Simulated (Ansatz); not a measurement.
# Y3Ge (I4/mmm) in Ansatz: convergence with wavefunction cutoff

Aim: find how far wavefunction cutoff must go before the results for Y3Ge settle, at PBE. This setting moves, with any that are tied to it; all else stays.

All numbers are computed with Ansatz 0.2.0; they aren't measurements. Logs are shortened: lines on timing, memory, paths and dates and some standing lists are left out, and cuts for length are marked.

## (1) Starting point

The structure is tetragonal, space group I4/mmm (No. 139). The conventional cell has a = 4.531 Å, b = 4.531 Å, c = 10.394 Å, α = 90.00°, β = 90.00°, γ = 90.00°. Y (site symmetry 4/mmm) is surrounded by 4 Ge at 3.20 Å and 8 Y at 3.45 Å. Y (site symmetry -4m2) has 8 Y at 3.20 to 3.45 Å and 4 Ge at 3.45 Å as nearest neighbours. Ge (site symmetry 4/mmm) is surrounded by 12 Y at 3.20 to 3.45 Å.

The cell comes from a database or a generator and needn't be the stable form of this composition.

## (2) With wavefunction cutoff 400 eV

input.yaml

```yaml
crystal:
  lattice:
    - [-2.265394, 2.265394, 5.19702]
    - [2.265394, -2.265394, 5.19702]
    - [2.265394, 2.265394, -5.19702]
  atoms:
    - { symbol: "Y", position: [0.5, 0.5, 0.0] }
    - { symbol: "Y", position: [0.25, 0.75, 0.5] }
    - { symbol: "Y", position: [0.75, 0.25, 0.5] }
    - { symbol: Ge, position: [0.0, 0.0, 0.0] }
hamiltonian:
  xc: pbe
  pseudopotentials: { kind: nc }
kpoints:
  mp_grid: { grid: [7, 7, 7] }
scf:
  occupations: { method: methfessel_paxton, width: 0.1 }
output:
  forces: true
  stress: true
  eigenvalues: true
basis:
  ecutwfc: "400 eV"
```

Potentials or basis: Ansatz NC.

Run with:

```
$ ansatz run input.yaml --threads 2 --pin off --max-ram 5632MiB --backend cpu --events-out ev --progress --plain --runs-dir out
```

Run time: 2.9 s. Hardware: 2 threads of Arm Neoverse V2, shared host; peak memory 0.33 GiB.

Results:

```yaml
Free_energy: -5616.1545 eV
Pressure: -2.5 GPa
Band_gap_on_the_k_mesh: none (metal or under the smearing width)
```

## (3) With wavefunction cutoff 500 eV

Changes to input.yaml since step 2:

```diff
@@ -22,2 +22,2 @@
 basis:
-  ecutwfc: "400 eV"
+  ecutwfc: "500 eV"
```

Potentials or basis: Ansatz NC.

Run with:

```
$ ansatz run input.yaml --threads 2 --pin off --max-ram 5632MiB --backend cpu --events-out ev --progress --plain --runs-dir out
```

Run time: 3.2 s. Hardware: 2 threads of Arm Neoverse V2, shared host; peak memory 0.38 GiB.

What came out:

```yaml
Free_energy: -5705.3563 eV
Pressure: -1.4 GPa
Band_gap_on_the_k_mesh: none (metal or under the smearing width)
```

## (4) With wavefunction cutoff 600 eV

Changes to input.yaml since step 3:

```diff
@@ -22,2 +22,2 @@
 basis:
-  ecutwfc: "500 eV"
+  ecutwfc: "600 eV"
```

Run with:

```
$ ansatz run input.yaml --threads 2 --pin off --max-ram 5632MiB --backend cpu --events-out ev --progress --plain --runs-dir out
```

Run time: 4.4 s. Hardware: 2 threads of Arm Neoverse V2, shared host; peak memory 0.43 GiB.

What came out:

- Free energy: -5744.1143 eV
- Pressure: -0.6 GPa
- Band gap on the k mesh: none (metal or under the smearing width)

## (5) With wavefunction cutoff 700 eV

Changes to input.yaml since step 4:

```diff
@@ -22,2 +22,2 @@
 basis:
-  ecutwfc: "600 eV"
+  ecutwfc: "700 eV"
```

Run with:

```
$ ansatz run input.yaml --threads 2 --pin off --max-ram 5632MiB --backend cpu --events-out ev --progress --plain --runs-dir out
```

Wall time 5.5 s (2 threads of Arm Neoverse V2, shared host); peak memory 0.48 GiB.

Results:

* Free energy: -5757.4279 eV
* Pressure: -0.3 GPa
* Band gap on the k mesh: none (metal or under the smearing width)

## (6) With wavefunction cutoff 850 eV

Changes to input.yaml since step 5:

```diff
@@ -22,2 +22,2 @@
 basis:
-  ecutwfc: "700 eV"
+  ecutwfc: "850 eV"
```

Potentials or basis: Ansatz NC.

Run with:

```
$ ansatz run input.yaml --threads 2 --pin off --max-ram 5632MiB --backend cpu --events-out ev --progress --plain --runs-dir out
```

Wall time 6.8 s (2 threads of Arm Neoverse V2, shared host); peak memory 0.57 GiB.

It converged, with:

* Free energy: -5761.2781 eV
* Pressure: -0.2 GPa
* Band gap on the k mesh: none (metal or under the smearing width)

## (7) With wavefunction cutoff 1000 eV

Changes to input.yaml since step 6:

```diff
@@ -22,2 +22,2 @@
 basis:
-  ecutwfc: "850 eV"
+  ecutwfc: "1000 eV"
```

Run with:

```
$ ansatz run input.yaml --threads 2 --pin off --max-ram 5632MiB --backend cpu --events-out ev --progress --plain --runs-dir out
```

Run time: 9.1 s. Hardware: 2 threads of Arm Neoverse V2, shared host; peak memory 0.67 GiB.

It converged, with:

* Free energy: -5761.5048 eV
* Pressure: -0.2 GPa
* Band gap on the k mesh: none (metal or under the smearing width)

## (8) With wavefunction cutoff 1200 eV

Changes to input.yaml since step 7:

```diff
@@ -22,2 +22,2 @@
 basis:
-  ecutwfc: "1000 eV"
+  ecutwfc: "1200 eV"
```

Run with:

```
$ ansatz run input.yaml --threads 2 --pin off --max-ram 5632MiB --backend cpu --events-out ev --progress --plain --runs-dir out
```

It took 11 s on 2 threads of Arm Neoverse V2, shared host; peak memory 0.82 GiB.

Results (log left out):

```
Free energy            : -5761.5078 eV
Pressure               : -0.2 GPa
Band gap on the k mesh : none (metal or under the smearing width)
```

## (9) With wavefunction cutoff 1400 eV

Changes to input.yaml since step 8:

```diff
@@ -22,2 +22,2 @@
 basis:
-  ecutwfc: "1200 eV"
+  ecutwfc: "1400 eV"
```

Potentials or basis: Ansatz NC.

Run with:

```
$ ansatz run input.yaml --threads 2 --pin off --max-ram 5632MiB --backend cpu --events-out ev --progress --plain --runs-dir out
```

Run time: 15 s. Hardware: 2 threads of Arm Neoverse V2, shared host; peak memory 0.97 GiB.

It converged, with:

- Free energy: -5761.5084 eV
- Pressure: -0.2 GPa
- Band gap on the k mesh: none (metal or under the smearing width)

## (10) With wavefunction cutoff 1700 eV

Changes to input.yaml since step 9:

```diff
@@ -22,2 +22,2 @@
 basis:
-  ecutwfc: "1400 eV"
+  ecutwfc: "1700 eV"
```

Potentials or basis: Ansatz NC.

Run with:

```
$ ansatz run input.yaml --threads 2 --pin off --max-ram 5632MiB --backend cpu --events-out ev --progress --plain --runs-dir out
```

Log:

```text
Warning: RAYON_NUM_THREADS=2 ignored (pool sized by the plan → 2); use --threads N
Engine: ansatz 0.2.0, aarch64-unknown-linux-gnu
Pseudopotentials: kind: nc
Pseudopotential: Y, nc, valence charge 11, recommended cutoff 979.609905 eV (normal), Y.nc.azcp
Pseudopotential: Ge, nc, valence charge 14, recommended cutoff 1061.244064 eV (normal), Ge.nc.azcp
Functional definition: PBE
  parameter kappa = 0.804
  parameter beta = 0.06672455060314922
  exchange = pbe_x(kappa = kappa, mu = beta*pi^2/3)
  correlation = pbe_c(beta = beta)
Crystal: 4 atoms, lattice volume = 106.685 Å³
Basis set: ecut = 1700 eV, 17047 PW (Γ), exchange–correlation on 180×180×180 points (8 copies of the dense FFT grid, shifted against one another)
Bands: 29, of which v1, the nominal top of the filled ones, is band 24 counted from 1 (23 counted from 0)
Symmetry: 16 space group operations
Space group: I4/mmm (ITA 139), of the structure as read, at distance tolerance 4.7e-5 Å
k-points: 40 of 343
Non-local potential: Y, projectors of the file, l = 0: 2, l = 1: 2, l = 2: 2
Non-local potential: Ge, projectors of the file, l = 0: 2, l = 1: 2, l = 2: 2
Initial density: superposition of atomic densities (chi_scale 0.1, normalization cell, long waves kept (reshape's long-wave potential 0.00 eV rms))
Initial wavefunctions: pseudopotential atomic-orbital guess
Functional: x = pbe(κ = 0.804, μ = 0.2195149727645171), c = pbe(β = 0.06672455060314922)
SCF iter   1: F=—  HF=-5763.670939 eV  |F-HF|=—  |Δ(HF+E_count)|=         —  Δρ=5.01e-2  dr2=7.83e0  ethr=3.10e-3  ⟨swp⟩=6.7  Hψ=5263  notcnv=0
preconditioner: auto → Kerker (q_TF=auto, 2.380 Å⁻¹)  [metal: Δε(μ)=0.011 eV  Ē_g=3.419 eV  σ=0.100 eV  W_gap=0.09  n_scr=30 (ndim 8)  ℏωp=13.0 eV  f_vac=0.000  D(μ)=4.96/eV (n_scr^D=36)]
SCF iter   2: F=—  HF=-5762.131555 eV  |F-HF|=—  |Δ(HF+E_count)|=    1.54e0  S|Δr|=    0.00e0  Δρ=2.58e-2  dr2=2.20e0  ethr=3.10e-3  ⟨swp⟩=3.0  Hψ=2267  notcnv=0  defer=15
SCF iter   3: F=—  HF=-5761.525542 eV  |F-HF|=—  |Δ(HF+E_count)|=   6.06e-1  S|Δr|=    0.00e0  Δρ=5.15e-3  dr2=6.68e-2  ethr=3.10e-3  ⟨swp⟩=3.1  Hψ=2636  notcnv=0  defer=14
SCF iter   4: F=—  HF=-5761.510055 eV  |F-HF|=—  |Δ(HF+E_count)|=   1.55e-2  S|Δr|=    0.00e0  Δρ=1.68e-3  dr2=5.44e-3  ethr=1.42e-4  ⟨swp⟩=2.2  Hψ=1676  notcnv=0  defer=11
SCF iter   5: F=—  HF=-5761.508554 eV  |F-HF|=—  |Δ(HF+E_count)|=   1.50e-3  S|Δr|=    0.00e0  Δρ=3.42e-4  dr2=1.75e-4  ethr=1.16e-5  ⟨swp⟩=2.1  Hψ=1531  notcnv=0  defer=11
SCF iter   6: F=—  HF=-5761.508523 eV  |F-HF|=—  |Δ(HF+E_count)|=   3.11e-5  S|Δr|=    0.00e0  Δρ=9.99e-5  dr2=1.18e-5  ethr=3.72e-7  ⟨swp⟩=2.0  Hψ=2033  notcnv=0  defer=11
SCF iter   7: F=—  HF=-5761.508655 eV  |F-HF|=—  |Δ(HF+E_count)|=   1.31e-4  S|Δr|=    0.00e0  Δρ=2.37e-5  dr2=8.27e-7  ethr=2.50e-8  ⟨swp⟩=2.2  Hψ=1771  notcnv=0  defer=11
SCF iter   8: F=-5761.508654 eV  HF=-5761.508654 eV  |F-HF|=1.74e-8  |Δ(HF+E_count)|=   4.28e-8  S|Δr|=    0.00e0  Δρ=6.08e-6  dr2=4.31e-8  ethr=2.13e-10  ⟨swp⟩=12.6  Hψ=7063  notcnv=0
SCF 1 converged in 8 iterations: F = -5761.508654 eV  dr2 = 4.31e-8
SCF converged after 8 iterations
Stability not checked: this state was not tested for a lower state beside it, because cold or Methfessel-Paxton smearing, or corrected tetrahedra, fill the levels in a way that the test cannot read (fill_not_monotonic; see scf.lower_state_search)
Free energy (F): -5761.508654 eV
Harris-Foulkes:  -5761.508654 eV  (|F-HF|=1.74e-8)
Internal energy: -5761.505427 eV  (E = F + TS)
E sigma→0 (E₀):  -5761.507848 eV
Entropy (-TS):   -0.003227 eV (-0.807 meV/atom)
Fermi energy:    11.137024 eV
--- Per-component energies (eV) ---
  E_band       = -411.444367
  E_kinetic    = 2770.255872
  E_local      = -4278.122839  (includes V_loc(G=0)·N_el)
  E_nonlocal   = -356.624033
  E_hartree    = 1212.498620
  E_xc         = -1244.980660
  E_vxc        = -971.949330  (∫ρ·V_xc dr)
  E_ewald      = -3864.532387
  E_smearing   = -0.003227  (= −TS)
  E_closure    = -0.000000  (closes the sum)
  Σ components = -5761.508654   (vs F -5761.508654, Δ=0.00e0)
--- Forces (eV/Å), atoms counted from 1 ---
  atom   1  Y      0.00000000     0.00000000     0.00000000
  atom   2  Y      0.00000000    -0.00000000     0.00000000
  atom   3  Y      0.00000000    -0.00000000     0.00000000
  atom   4  Ge    -0.00000000     0.00000000     0.00000000
  max |Σ_I F_I| component: 3.82e-17 eV/Å
--- Stress (GPa, compression-positive) ---
       -0.305712       0.000000       0.000000
        0.000000      -0.305712      -0.000000
        0.000000      -0.000000      -0.005889
  P = ⅓ Tr σ = -0.2058 GPa (-2.058 kbar)
--- Band table (eV; the first three rows and the last of 40) ---
  k-point 0: bands = ["-31.4884", "-31.3864", "-31.2814", "-12.8760", "-12.8692", "-12.8692", "-12.8588", "-12.8493", "-11.7978", "-11.7504", "-11.7504", "-11.4893", "-11.4893", "-11.3367", "-11.1540", "-11.0342", "-11.0342", "2.5878", "8.4136", "8.8965", "9.9646", "9.9646", "10.6434", "11.0044", "11.3059", "11.8730", "12.3932", "12.3932", "13.8082"]
  k-point 1: bands = ["-31.4749", "-31.3841", "-31.2968", "-12.8771", "-12.8699", "-12.8688", "-12.8613", "-12.8488", "-11.8341", "-11.7049", "-11.6115", "-11.5456", "-11.4936", "-11.3005", "-11.1964", "-11.1663", "-11.0223", "2.8085", "8.4137", "9.0681", "9.3566", "9.7792", "10.9436", "10.9501", "11.7549", "11.8002", "12.4188", "12.6760", "13.2889"]
  k-point 2: bands = ["-31.4471", "-31.3760", "-31.3311", "-12.8781", "-12.8706", "-12.8680", "-12.8626", "-12.8474", "-11.9067", "-11.6370", "-11.5943", "-11.5852", "-11.4682", "-11.2872", "-11.2533", "-11.2115", "-10.9963", "3.2164", "7.8488", "9.2873", "9.5778", "10.0567", "10.6495", "11.0632", "11.2192", "12.1496", "12.8652", "12.9517", "13.3123"]
  k-point 39: bands = ["-31.4379", "-31.4291", "-31.2896", "-12.8768", "-12.8680", "-12.8678", "-12.8605", "-12.8477", "-11.7873", "-11.7830", "-11.5639", "-11.4474", "-11.4057", "-11.3857", "-11.3402", "-11.0853", "-11.0736", "3.0581", "7.3498", "9.0769", "9.7043", "10.4869", "10.6423", "10.6644", "11.0826", "11.3544", "11.7989", "13.5317", "13.6626"]
```

Wall time 21 s (2 threads of Arm Neoverse V2, shared host); peak memory 1.3 GiB.

Results:

- Free energy: -5761.5087 eV
- Pressure: -0.2 GPa
- Band gap on the k mesh: none (metal or under the smearing width)

## (11) Summary

| wavefunction cutoff | energy less the tightest run, at zero smearing (meV/atom) | pressure (GPa) | SCF cycles | CPU time (s) | peak memory (GiB) |
| --- | --- | --- | --- | --- | --- |
| 400 eV | 36338.42 | -2.50 | 9 | 5.8 | 0.33 |
| 500 eV | 14038.06 | -1.39 | 8 | 6.2 | 0.38 |
| 600 eV | 4348.58 | -0.62 | 8 | 8.6 | 0.43 |
| 700 eV | 1020.19 | -0.33 | 8 | 11 | 0.48 |
| 850 eV | 57.64 | -0.22 | 8 | 13 | 0.57 |
| 1000 eV | 0.96 | -0.21 | 8 | 18 | 0.67 |
| 1200 eV | 0.22 | -0.21 | 8 | 23 | 0.82 |
| 1400 eV | 0.05 | -0.21 | 8 | 29 | 0.97 |
| 1700 eV | 0.00 | -0.21 | 8 | 40 | 1.3 |

Against the tightest run, the energy stays within 1 meV/atom from 1000 eV on; the pressure stays within 0.1 GPa from 850 eV on. The tightest run that finished is the yardstick and may itself not be fully converged.
